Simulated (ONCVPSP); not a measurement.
**Pseudopotential generation for Au: ONCV, Wu-Cohen**

Aim: build the potential from the settings below, then test how well it stands in for the atom: other configurations, scattering, ghost states and the plane-wave cutoff that it needs.

Program: ONCVPSP 4.0.1. Reference atom: Wu-Cohen, scalar-relativistic, spherical and spin-unpolarised. All values are calculated.

## Step 1: Settings

The settings as typed:

| Quantity | Value |
| --- | --- |
| element | gold (Au, Z = 79) |
| type | optimised norm-conserving Vanderbilt (ONCV) |
| frozen core | [Xe] |
| valence charge | 25 |
| reference configuration | 4f14 5d10 6p1 |
| partial waves | s scattering state at 0.45 Ha: rc 3.05 bohr, ncon 5, nbas 8, qcut 2.6 1/bohr, 1 projector; 6p: rc 3.70 bohr, ncon 3, nbas 6, qcut 2.4 1/bohr, 2 projectors, debl 3.8 Ha; 5d: rc 2.25 bohr, ncon 3, nbas 8, qcut 7.1 1/bohr, 1 projector; 4f: rc 0.75 bohr, ncon 4, nbas 9, qcut 20.1 1/bohr, 2 projectors, debl 3.1 Ha |
| local potential | polynomial inside 0.70 bohr (lpopt 5, dvloc0 6 Ha) |
| core correction | polynomial model core, fcfact 0.75 |

The nodes and maxima of the atom's own shells, from an earlier all-electron run, set the scale for the radii.

All-electron outer shells of the reference configuration (Wu-Cohen, scalar-relativistic, ld1.x):

```csv
shell,level (eV),outermost node (bohr),outermost maximum (bohr)
4f,-83.36,–,0.37
5p,-62.03,0.52,0.96
5d,-9.02,0.56,1.21
6s,-7.39,1.11,2.27
6p,-1.74,1.32,3.34
```

## Step 2: Generation

Au.dat reads:

```
# ATOM AND REFERENCE CONFIGURATION
# atsym  z   nc   nv     iexc    psfile
  Au 79.00   11    3  -118130      upf
#
#   n    l    f
    1    0    2.00
    2    0    2.00
    2    1    6.00
    3    0    2.00
    3    1    6.00
    3    2   10.00
    4    0    2.00
    4    1    6.00
    4    2   10.00
    5    0    2.00
    5    1    6.00
    4    3   14.00
    5    2   10.00
    6    1    1.00
#
# PSEUDOPOTENTIAL AND OPTIMIZATION
# lmax
    3
#
#   l,   rc,      ep,       ncon, nbas, qcut
    0    3.05    0.45    5    8    2.60
    1    3.70    0.00    3    6    2.40
    2    2.25    0.00    3    8    7.10
    3    0.75    0.00    4    9   20.10
#
# LOCAL POTENTIAL
# lloc, lpopt,  rc(5),   dvloc0
    4    5    0.70    6.00
#
# VANDERBILT-KLEINMAN-BYLANDER PROJECTORs
# l, nproj, debl
    0    1    0.60
    1    2    3.80
    2    1    3.50
    3    2    3.10
#
# MODEL CORE CHARGE
# icmod, fcfact, rcfact
    1    0.75    0.00
#
# LOG DERIVATIVE ANALYSIS
# epsh1, epsh2, depsh
   -5.00    5.00    0.04
#
# OUTPUT GRID
# rlmax, drl
    6.00    0.01
#
# TEST CONFIGURATIONS
# ncnf
    4
# nvcnf
#   n    l    f
    4
    4    3   14.00
    5    2   10.00
    6    1    0.00
    6    0    1.00
#
    3
    4    3   14.00
    5    2   10.00
    6    1    0.00
#
    3
    4    3   14.00
    5    2    9.00
    6    1    0.00
#
    3
    4    3   14.00
    5    2    7.00
    6    1    0.00
#
```

Command:

```
$ oncvpsp.x < Au.dat > Au.out
```

**Question.** What will these runs give? Wanted: cutoffs for 1 and 0.1 mHa per electron, occupied waves; bound ghosts; GHOST(+) flags; largest test error; largest phase difference near zero energy, channels read; rms error of d²Exc/dn², without and with the model core; projector energies reset by the program.

As calculated:

| quantity | value |
| --- | --- |
| cutoffs for 1 and 0.1 mHa per electron, occupied waves | 208 Ha and 604 Ha |
| bound ghosts | s at -740.09 eV, s at -126.89 eV, p at -383.46 eV |
| GHOST(+) flags | p at 7 eV, p at 99 eV |
| largest test error (AE − PS) | +9.8 meV, for 4f14 5d10 6s1 6p0 (2 tests unsolved) |
| largest phase difference near zero energy, channels read | 2.347 rad |
| rms error of d²Exc/dn², without and with the model core | 10.44 and 7.37 mHa |
| projector energies reset by the program | s: -0.271 Ha |

**Reading.** It has a bound ghost (s, p), a state that the atom doesn't have, and that rules the file out. Close by lies the frozen 4s level (-732.1 eV). The worst unpolarised test, 4f14 5d10 6s1 6p0, is off by 9.8 meV on 5.4 eV; by total energies transferability rates as good where solved. Atomic tests can pass in spite of a ghost, since they solve only for the levels asked. Of the tests 2 gave no usable energy difference, which is a warning in itself. By its cutoff, 208 Ha for the looser tolerance, it is very hard. The tighter tolerance needs 604 Ha, and converged work needs a cutoff nearer that. At the looser tolerance the 4f wave is the slowest; 5d needs 17 Ha. Of the channels read, p scatters worst near zero energy, by up to 2.35 rad. The program also flags highly localised states, GHOST(+) (p). Note that the frozen 5p shell (-62 eV) lies higher than the valence 4f shell (-83 eV).
